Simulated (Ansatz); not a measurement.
# B2H2F2 (SMILES BB(F)F): single points off equilibrium

One table from this session's results is given with a row withheld; the runs are named, their logs left out.

Program: Ansatz 0.2.0, Gaussian basis. Level of theory: single points in def2-TZVPP. These are calculated values, not measurements.

Cores are frozen in the correlated methods.

## Starting geometry

SMILES `BB(F)F`, 6 atoms, charge 0, spin multiplicity 1.

Atoms are counted from 1 here; the program's logs count them from 0.

Bond lengths: B1–B2 1.690 Å, B1–H5 1.035 Å, B1–H6 1.385 Å, B2–F3 1.496 Å, B2–F4 1.188 Å. Angles: B2–B1–H5 131.9°, B2–B1–H6 105.5°, H5–B1–H6 122.5°, B1–B2–F3 127.6°, B1–B2–F4 120.8°, F3–B2–F4 110.9°.

As a file:

```mol
B2F2H2
  3D, bonds by distance, orders not assigned

  6  5  0  0  0  0  0  0  0  0999 V2000
   -0.5773    0.6986   -0.2789 B   0  0
    0.2374   -0.6521    0.3285 B   0  0
    0.7957   -1.8046   -0.4451 F   0  0
    0.5990   -0.6868    1.4596 F   0  0
   -1.5824    0.9443   -0.3071 H   0  0
    0.3952    1.4723   -0.8901 H   0  0
  1  2  8  0
  1  5  8  0
  1  6  8  0
  2  3  8  0
  2  4  8  0
M  END
```

Set-up of the first run:

Input file run/in.yaml:

```yaml
crystal:
  periodic: [false, false, false]
  atoms:
    - {symbol: B, position_ang: [-0.577300, 0.698600, -0.278900]}
    - {symbol: B, position_ang: [0.237400, -0.652100, 0.328500]}
    - {symbol: F, position_ang: [0.795700, -1.804600, -0.445100]}
    - {symbol: F, position_ang: [0.599000, -0.686800, 1.459600]}
    - {symbol: H, position_ang: [-1.582400, 0.944300, -0.307100]}
    - {symbol: H, position_ang: [0.395200, 1.472300, -0.890100]}
basis:
  gaussian: {orbitals: def2-TZVPP}
correlation: {method: ccsd_t}
output: {forces: true}
```

No record of the launch command was kept for these runs.

Among the steps run: CCSD(T)/def2-TZVPP; PBE0-D4/def2-TZVPP; wB97M-V/def2-TZVPP; r2SCAN-D4/def2-TZVPP; PBE-D4/def2-TZVPP; wB97X-V/def2-TZVPP; BHLYP-D4/def2-TZVPP.

One table of the session follows, with a row left open; its other results are not shown here.

```
   method  RMS force component (eV/Å)  angle to CCSD(T) forces (°)  dipole (D)
  CCSD(T)                       3.947                    reference        2.27
  PBE0-D4                       3.864                          1.6        2.27
  wB97M-V                       3.874                          1.2        2.27
r2SCAN-D4                       3.882                          1.8        2.20
   PBE-D4                           ?                            ?           ?
  wB97X-V                       3.962                          1.0        2.28
 BHLYP-D4                       3.771                          3.5        2.42
```

Estimate the missing values for PBE-D4.

As computed: RMS force component (eV/Å): 3.946; angle to CCSD(T) forces (°): 3.6; dipole (D): 2.10. In the column «RMS force component (eV/Å)» it lies between r2SCAN-D4 (3.882) and CCSD(T) (3.947).
